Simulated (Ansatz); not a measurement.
Runs of Ansatz 0.2.0 on NiMoIrPdW. The structure is trigonal, space group P3m1 (No. 156). The conventional cell has a = 4.147 Å, b = 4.147 Å, c = 5.416 Å, α = 90.00°, β = 90.00°, γ = 120.00°. Ni (site symmetry 3m) is surrounded by 3 W at 2.40 Å and 3 Ir at 2.71 Å. Mo (site symmetry 3m) has 1 W at 2.49 Å and 3 Ir at 2.64 Å and 3 Pd at 2.85 Å as nearest neighbours. Around Pd (site symmetry 3m) lie 2 Ir at 2.65 to 2.76 Å and 3 W at 2.76 Å and 3 Ni at 2.82 Å and 3 Mo at 2.85 Å. Ir (site symmetry 3m) is surrounded by 3 Mo at 2.64 Å and 2 Pd at 2.65 to 2.76 Å and 3 Ni at 2.71 Å and 3 W at 2.77 Å. W (site symmetry 3m) has 3 Ni at 2.40 Å and 1 Mo at 2.49 Å as nearest neighbours. The cell was built by a generator and needn't be a form met in nature.

```tsv
task	level	potentials or basis	cell	k mesh	cutoff (eV)	points for each segment of the path	mesh quality	gap on the mesh (eV)	pressure (GPa)	moment (μB)	relaxed volume (Å³/atom)	largest force (eV/Å)
relaxation of cell and atoms	PBEsol+D3(BJ)	Ansatz PAW	relaxed	5 × 5 × 4	420	-	not flagged	none	0.0	0.00	15.16	-
band structure	r2SCAN	Ansatz PAW	as given	7 × 7 × 5	500	14	not flagged	none	-5.0	0.00	-	0.12
band structure	LDA	Ansatz PAW	as given	7 × 7 × 5	420	14	not flagged	none	-12.8	0.00	-	0.17
relaxation of cell and atoms	RPBE	Ansatz PAW	relaxed	5 × 5 × 4	420	-	not flagged	none	0.0	0.00	(a)	-
relaxation of cell and atoms	PBEsol	Ansatz PAW	relaxed	5 × 5 × 4	420	-	not flagged	none	0.0	0.00	15.57	0.01
relaxation of cell and atoms	PBE	Ansatz PAW	relaxed	5 × 5 × 4	420	-	not flagged	none	0.0	0.00	16.16	0.01
single point	PBE	Ansatz PAW earlier set	as given	7 × 7 × 5	1080	-	not flagged	none	0.0	0.00	-	0.16
band structure	BLYP	Ansatz PAW	as given	7 × 7 × 5	420	14	not flagged	none	9.6	0.00	-	0.28
relaxation of cell and atoms	PBE+D3(BJ)+ATM	Ansatz PAW	relaxed	5 × 5 × 4	420	-	not flagged	none	0.0	0.00	15.80	-
relaxation of cell and atoms	BLYP	Ansatz PAW	relaxed	5 × 5 × 4	420	-	not flagged	none	0.0	0.00	16.96	0.01
relaxation of cell and atoms	LDA	Ansatz PAW	relaxed	5 × 5 × 4	420	-	not flagged	none	0.0	0.00	(b)	0.01
phonons	PBE	Ansatz PAW	as given	5 × 5 × 3	420	-	coarse	none	-	0.00	-	-
```

Alike in all rows: spin collinear, ferromagnetic start; smearing fermi-dirac 0.05 eV.

Q: Estimate the missing entries.

A: (a) 16.46; (b) 15.24.

Caveats: some runs use coarse meshes; the PAW data sets come from PBE, with cores solved anew for the run's functional, which leaves a small shift of forces and pressure (some runs); the plane-wave basis is chosen anew once the cell has moved, so the energies of steps on either side of that aren't comparable (some runs); the potentials were made for another functional, which shifts forces and pressure (some runs); pairwise dispersion overbinds metals, which lowers pressure and volume (some runs); the magnetic or orbital state may not be the lowest (some runs).

A k mesh can miss the band edges, and the runs leave out spin-orbit coupling on Ir, Mo, Pd, W.

A gap of «none» marks a metal or a gap under the smearing width.

Not every run made on this cell is shown here.
